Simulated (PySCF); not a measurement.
# C5H9FSSi: the cost of one run

Computed with PySCF 2.14.0 and routines of our own; the level stands in each step. Atoms count from 0.

## 1. The system as given

17 atoms, charge 0, multiplicity 1; geometry from: GFN2-xTB.

## 2. Circular dichroism and optical rotation: TDDFT B3LYP/def2-SVPD

What the job is given:

```
{"job": {"kind": "ecd", "xc": "B3LYP", "basis": "def2-SVPD", "nstates": 8}, "charge": 0, "multiplicity": 1}
C      3.523354    -0.243437     0.052652
C      2.252650    -0.615103     0.090486
Si     0.811630     0.418336    -0.527581
C     -0.611492     0.184358     0.720288
S     -1.217659    -1.552426     0.893421
C     -2.765533    -0.587351     0.769956
C     -2.004028     0.646269     0.304491
F     -2.407665     1.809622     0.915311
H      3.819845     0.715188    -0.341299
H      4.323691    -0.873078     0.410795
H      2.011506    -1.590920     0.497994
H      1.109585     1.851182    -0.586717
H      0.321386    -0.070482    -1.822379
H     -0.376202     0.555368     1.718728
H     -3.489345    -1.002396     0.073358
H     -3.213784    -0.453438     1.753329
H     -2.094936     0.820340    -0.773070
```

Level: TDDFT B3LYP/def2-SVPD circular dichroism and optical rotation, one conformer, gas phase.

Launch:

```console
$ OMP_NUM_THREADS=1 python excited_run.py task.json out
```

The driver reads the jobs from task.json and runs them one after another.

Q: Estimate the wall time and peak memory of this job on 1 thread of Arm Neoverse V1, shared host.

About 1.8 min, with a peak of 1 GiB.
